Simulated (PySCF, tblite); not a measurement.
# C7H14BP: geometry, infrared bands and NMR shifts

What infrared bands and NMR shifts should C7H14BP (`[BH3-][P@H+](C=C)C1=CCCC1`) show?

The runs use tblite 0.8.0 and PySCF 2.14.0, with density-fitted response routines of our own; the level of theory stands in each step. All values are computed, except where a source is named. Atoms are numbered from 0 throughout.

## Step 1: Starting geometry

23 atoms, charge 0, multiplicity 1; geometry from: force field or distance geometry start.

Bonds of the start (Å): B0–P1 1.87, P1–C2 1.80, C2–C3 1.34, P1–C4 1.78, C4–C5 1.32, C5–C6 1.51, C6–C7 1.51, C7–C8 1.52, C8–C4 1.51, B0–H9 1.20, B0–H10 1.20, B0–H11 1.22, P1–H12 1.40, C2–H13 1.08, C3–H14 1.08, C3–H15 1.10, C5–H16 1.10, C6–H17 1.10, C6–H18 1.09, C7–H19 1.09, C7–H20 1.11, C8–H21 1.09, C8–H22 1.10.

## Step 2: Optimising the geometry with GFN2-xTB

Job settings and geometry (Å):

```
{"job": {"kind": "relax", "xc": "GFN2-xTB", "basis": "xTB"}, "charge": 0, "multiplicity": 1}
B     -2.233000     1.756700     0.472700
P     -1.363900     0.350100    -0.391700
C     -2.043400    -1.193000     0.239000
C     -1.864900    -2.340800    -0.428100
C      0.393100     0.334100    -0.103900
C      0.976000     0.432500     1.077200
C      2.466500     0.388200     0.870600
C      2.528300    -0.482500    -0.358900
C      1.451200     0.214000    -1.180600
H     -2.211700     1.655500     1.670400
H     -1.709800     2.803000     0.219900
H     -3.414100     1.775700     0.183200
H     -1.587100     0.341000    -1.776300
H     -2.622600    -1.134300     1.154500
H     -1.288400    -2.365700    -1.337600
H     -2.297100    -3.266600    -0.014200
H      0.454200     0.534000     2.036500
H      2.993400    -0.035100     1.734600
H      2.793100     1.388500     0.570000
H      3.498800    -0.509100    -0.847700
H      2.131500    -1.488700    -0.103100
H      1.117900    -0.358500    -2.043900
H      1.827200     1.227900    -1.359500
```

On the command line:

```bash
$ OMP_NUM_THREADS=1 python probes_run.py task.json out
```

The driver reads the jobs from task.json and runs them one after another.

Log:

```text
step      E/eV     max force
  0    -702.08021    1.692
  1    -702.23485    1.274
  2    -702.37388    0.760
  3    -702.47754    0.733
  4    -702.52081    0.437
  5    -702.54318    0.459
  6    -702.55895    0.273
  7    -702.57638    0.288
  8    -702.59232    0.302
  9    -702.60982    0.292
 10    -702.62846    0.330
 11    -702.64635    0.335
 12    -702.66354    0.337
 13    -702.68135    0.353
 14    -702.69689    0.260
 15    -702.70838    0.246
 16    -702.71770    0.190
 17    -702.72581    0.247
 18    -702.73340    0.245
 19    -702.74135    0.245
 20    -702.74947    0.257
 21    -702.75754    0.308
 22    -702.76543    0.247
 23    -702.77158    0.140
 24    -702.77556    0.134
 25    -702.77886    0.184
 26    -702.78189    0.192
 27    -702.78434    0.124
 28    -702.78594    0.080
 29    -702.78699    0.087
 30    -702.78809    0.111
 31    -702.78957    0.128
 32    -702.79141    0.134
 33    -702.79338    0.118
 34    -702.79488    0.077
 35    -702.79579    0.074
 36    -702.79716    0.098
 37    -702.79861    0.126
 38    -702.79996    0.093
 39    -702.80084    0.055
 40    -702.80148    0.052
 41    -702.80204    0.072
 42    -702.80257    0.069
 43    -702.80298    0.045
 44    -702.80328    0.036
 45    -702.80353    0.041
 46    -702.80380    0.047
 47    -702.80408    0.045
 48    -702.80437    0.043
 49    -702.80474    0.050
 50    -702.80521    0.078
 51    -702.80583    0.085
 52    -702.80650    0.056
 53    -702.80715    0.053
 54    -702.80789    0.061
 55    -702.80900    0.110
 56    -702.81073    0.140
 57    -702.81272    0.121
 58    -702.81460    0.087
 59    -702.81635    0.087
 60    -702.81715    0.155
 61    -702.81867    0.111
 62    -702.82006    0.069
 63    -702.82248    0.079
 64    -702.82386    0.145
 65    -702.82554    0.104
 66    -702.82736    0.096
 67    -702.82903    0.136
 68    -702.83014    0.131
 69    -702.83185    0.096
 70    -702.83377    0.091
 71    -702.83491    0.136
 72    -702.83598    0.154
 73    -702.83739    0.135
 74    -702.83856    0.068
 75    -702.83914    0.050
 76    -702.83942    0.045
 77    -702.83983    0.058
 78    -702.84080    0.050
 79    -702.84146    0.049
 80    -702.84198    0.050
 81    -702.84242    0.056
 82    -702.84314    0.056
 83    -702.84393    0.052
 84    -702.84478    0.069
 85    -702.84556    0.069
 86    -702.84635    0.072
 87    -702.84715    0.064
 88    -702.84798    0.064
 89    -702.84880    0.069
 90    -702.84968    0.058
 91    -702.85030    0.061
 92    -702.85098    0.060
 93    -702.85161    0.050
 94    -702.85218    0.044
 95    -702.85270    0.066
 96    -702.85326    0.074
 97    -702.85387    0.092
 98    -702.85449    0.063
 99    -702.85503    0.061
100    -702.85553    0.043
101    -702.85599    0.045
102    -702.85651    0.045
103    -702.85704    0.056
104    -702.85769    0.056
105    -702.85842    0.047
106    -702.85903    0.056
107    -702.85924    0.059
108    -702.85958    0.037
109    -702.85981    0.031
110    -702.86015    0.033
111    -702.86036    0.033
112    -702.86056    0.044
113    -702.86070    0.046
114    -702.86087    0.049
115    -702.86104    0.048
116    -702.86118    0.027
117    -702.86128    0.017
118    -702.86135    0.020
119    -702.86143    0.026
120    -702.86152    0.028
121    -702.86162    0.022
122    -702.86172    0.029
123    -702.86180    0.020
124    -702.86191    0.023
125    -702.86206    0.030
126    -702.86226    0.031
127    -702.86247    0.047
128    -702.86267    0.037
129    -702.86287    0.047
130    -702.86315    0.040
131    -702.86348    0.047
132    -702.86382    0.037
133    -702.86414    0.040
134    -702.86450    0.055
135    -702.86479    0.045
136    -702.86514    0.040
137    -702.86541    0.035
138    -702.86561    0.050
139    -702.86586    0.064
140    -702.86618    0.051
141    -702.86663    0.053
142    -702.86691    0.041
143    -702.86718    0.057
144    -702.86740    0.039
145    -702.86766    0.034
146    -702.86790    0.053
147    -702.86812    0.034
148    -702.86835    0.045
149    -702.86862    0.039
150    -702.86900    0.067
151    -702.86944    0.052
152    -702.86996    0.059
153    -702.87048    0.053
154    -702.87107    0.056
155    -702.87140    0.046
156    -702.87179    0.032
157    -702.87199    0.033
158    -702.87216    0.029
159    -702.87231    0.032
160    -702.87246    0.034
161    -702.87260    0.037
162    -702.87285    0.042
163    -702.87321    0.043
164    -702.87372    0.052
165    -702.87436    0.060
166    -702.87512    0.064
167    -702.87569    0.077
168    -702.87664    0.069
169    -702.87745    0.068
170    -702.87842    0.067
171    -702.87937    0.084
172    -702.88064    0.090
173    -702.88136    0.078
174    -702.88217    0.062
175    -702.88269    0.049
176    -702.88344    0.047
177    -702.88370    0.033
178    -702.88393    0.026
179    -702.88406    0.035
180    -702.88417    0.029
181    -702.88429    0.023
182    -702.88439    0.027
183    -702.88447    0.024
184    -702.88455    0.018
185    -702.88462    0.019
186    -702.88470    0.021
187    -702.88479    0.027
188    -702.88491    0.038
189    -702.88503    0.035
190    -702.88515    0.026
191    -702.88524    0.016
192    -702.88530    0.016
193    -702.88534    0.017
194    -702.88537    0.014
195    -702.88540    0.014
196    -702.88543    0.012
197    -702.88547    0.011
198    -702.88550    0.011
199    -702.88552    0.009
```

It took 1.9 s on 1 thread of Intel Xeon Platinum 8488C, shared host; peak memory 0.18 GiB.

Relaxation path: (not every step is listed)

```
step  energy from step 0 (eV)  largest force (eV/Å)
   0                   0.0000                1.6917
   1                  -0.1546                1.2742
   2                  -0.2937                0.7603
   3                  -0.3973                0.7329
   4                  -0.4406                0.4369
   5                  -0.4630                0.4590
   6                  -0.4787                0.2726
   7                  -0.4962                0.2879
   8                  -0.5121                0.3016
  26                  -0.7017                0.1917
  44                  -0.7231                0.0360
  62                  -0.7399                0.0690
  80                  -0.7618                0.0505
  98                  -0.7743                0.0629
 116                  -0.7810                0.0273
 134                  -0.7843                0.0552
 152                  -0.7898                0.0588
 170                  -0.7982                0.0669
 188                  -0.8047                0.0383
 194                  -0.8052                0.0136
 195                  -0.8052                0.0139
 196                  -0.8052                0.0124
 197                  -0.8053                0.0108
 198                  -0.8053                0.0110
 199                  -0.8053                0.0095
```

Distances of close pairs at the start and the end, largest changes first:

```
  bond  before (Å)  after (Å)  change (Å)
 B0–P1       1.866      1.918      +0.052
 C6–C7       1.508      1.540      +0.032
B0–H11       1.216      1.191      -0.025
C3–H15       1.102      1.078      -0.024
 P1–C4       1.780      1.803      +0.022
C7–H20       1.111      1.091      -0.021
C5–H16       1.097      1.076      -0.021
 C2–C3       1.340      1.324      -0.016
```

The end geometry stands in the next job.

## Step 3: Harmonic vibrations with GFN2-xTB

Job settings and geometry (Å):

```
{"job": {"kind": "ir", "xc": "GFN2-xTB", "basis": "xTB"}, "charge": 0, "multiplicity": 1}
B     -2.347213     1.618845     0.848049
P     -1.349726     0.409802    -0.257107
C     -1.790768    -1.336107    -0.102765
C     -2.398985    -2.043630    -1.041877
C      0.437262     0.353552    -0.027077
C      1.104398     1.020105     0.910688
C      2.575725     0.756783     0.846694
C      2.685857    -0.443916    -0.111189
C      1.360785    -0.468110    -0.891101
H     -2.107712     1.245076     1.957382
H     -1.914165     2.701599     0.604147
H     -3.485720     1.467814     0.532704
H     -1.405000     0.520631    -1.649750
H     -1.580182    -1.758278     0.874092
H     -2.630673    -1.618062    -2.005630
H     -2.695169    -3.069087    -0.887468
H      0.664890     1.693370     1.626108
H      2.998759     0.544904     1.829373
H      3.089857     1.636862     0.450015
H      3.548751    -0.366052    -0.769957
H      2.785242    -1.362883     0.467697
H      0.985902    -1.480535    -1.047843
H      1.463132     0.004302    -1.872168
```

Log:

```text
mode    cm-1     km/mol
  1      36.8      1.57
  2      51.9      0.36
  3      86.0      1.38
  4     111.9      4.52
  5     128.9      0.59
  6     143.4      1.15
  7     181.7      0.06
  8     227.4      1.61
  9     252.7      1.28
 10     313.1      0.23
 11     412.1      2.15
 12     428.2     12.78
 13     532.7      2.10
 14     567.9     17.78
 15     638.0      8.70
 16     702.3     48.45
 17     725.0     17.35
 18     767.2      4.21
 19     788.8      8.94
 20     817.4      2.42
 21     846.6     12.99
 22     856.8     24.86
 23     863.7     56.33
 24     898.9     31.95
 25     904.8      7.72
 26     968.0      7.33
 27    1003.3     25.93
 28    1005.4      8.04
 29    1010.5     28.76
 30    1039.7      1.44
 31    1078.6    171.51
 32    1084.3      8.06
 33    1103.8      7.29
 34    1110.4      2.62
 35    1186.4      2.74
 36    1190.7      0.53
 37    1200.9     40.80
 38    1204.1     37.19
 39    1213.5      2.23
 40    1231.9      3.25
 41    1281.7      0.09
 42    1289.2      2.36
 43    1318.2      0.94
 44    1394.9      1.72
 45    1463.5      3.57
 46    1471.9      1.56
 47    1494.5      1.74
 48    1652.2      4.03
 49    1668.5     15.37
 50    2244.5    243.94
 51    2405.7    149.34
 52    2437.7    159.81
 53    2446.5    157.18
 54    2942.8     25.83
 55    2944.4     17.21
 56    2981.4      7.39
 57    2987.9     54.05
 58    2995.1     51.35
 59    3016.7     41.82
 60    3018.1     15.30
 61    3082.1     13.05
 62    3106.8     31.74
 63    3122.6     10.40
```

Run time: 1.1 s. Hardware: 1 thread of Intel Xeon Platinum 8488C, shared host; peak memory 0.18 GiB.

Which atoms move in the most intense modes:

```
cm⁻¹  km/mol                                 atoms
 864    56.3                              H12 42 %
1079   171.5  H9 26 %, H10 24 %, H11 24 %, B0 14 %
2244   243.9                              H12 97 %
2406   149.3                               H9 91 %
2438   159.8                              H10 84 %
2446   157.2                              H11 85 %
2988    54.0                    H17 56 %, H21 21 %
2995    51.4                    H20 58 %, H17 23 %
```

[end of part 1 of 2]
